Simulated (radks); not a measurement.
# Ionisation of O⁺: one atom, several choices of exchange strength α

The task here is to estimate one member of a computed series from the others.

Program: radks (a radial shooting solver on a logarithmic mesh, Libxc functionals) version 1. Level of theory: scalar-relativistic Kohn-Sham, spin-polarised, spherical densities, point nucleus; open shells are filled with parallel spins first. These are calculated values, not measurements, unless marked.

## The atom as given

```
element       : oxygen (Z = 8)
charge        : +1
electrons     : 7
configuration : [He] 2s2 2p3
ion           : O²⁺, [He] 2s2 2p2
choices       : α = 0.563; α = 0.569; α = 0.667; α = 0.724; α = 0.809; α = 0.811; α = 0.963
```

The outer shells:

O⁺
```
[He] core
2s [↑↓]
2p [↑ ][↑ ][↑ ]
```

O²⁺
```
[He] core
2s [↑↓]
2p [↑ ][↑ ][  ]
```

The first run:

Settings of this run:

```text
Z 8
configuration [He] 2s2 2p3
relativity scalar-relativistic
functional xalpha 0.563
spin polarised
nucleus point
c 137.035999084
```

Among the steps run: α = 0.563: O⁺.

One of the session's tables, all rows but one given; the rest of the session is left out.

It belongs to the step «α = 0.563: O⁺». Radial moments (bohr):

```
  level     <r>  outermost maximum (interpolated)  90 % within
  1s up  0.2022                             0.131        0.363
1s down       ?                                 ?            ?
  2s up   1.099                             0.861         1.75
2s down   1.141                             0.878         1.83
  2p up   1.120                             0.780         1.91
2p down   1.220                             0.814         2.12
```

Q: Estimate the row for 1s down from the others.

The run gave: <r>: 0.2014; outermost maximum (interpolated): 0.130; 90 % within: 0.361. In the column «<r>» it is the lowest.

Limits of these values: Open shells are spherical and high-spin; term and fine-structure splittings are not resolved.
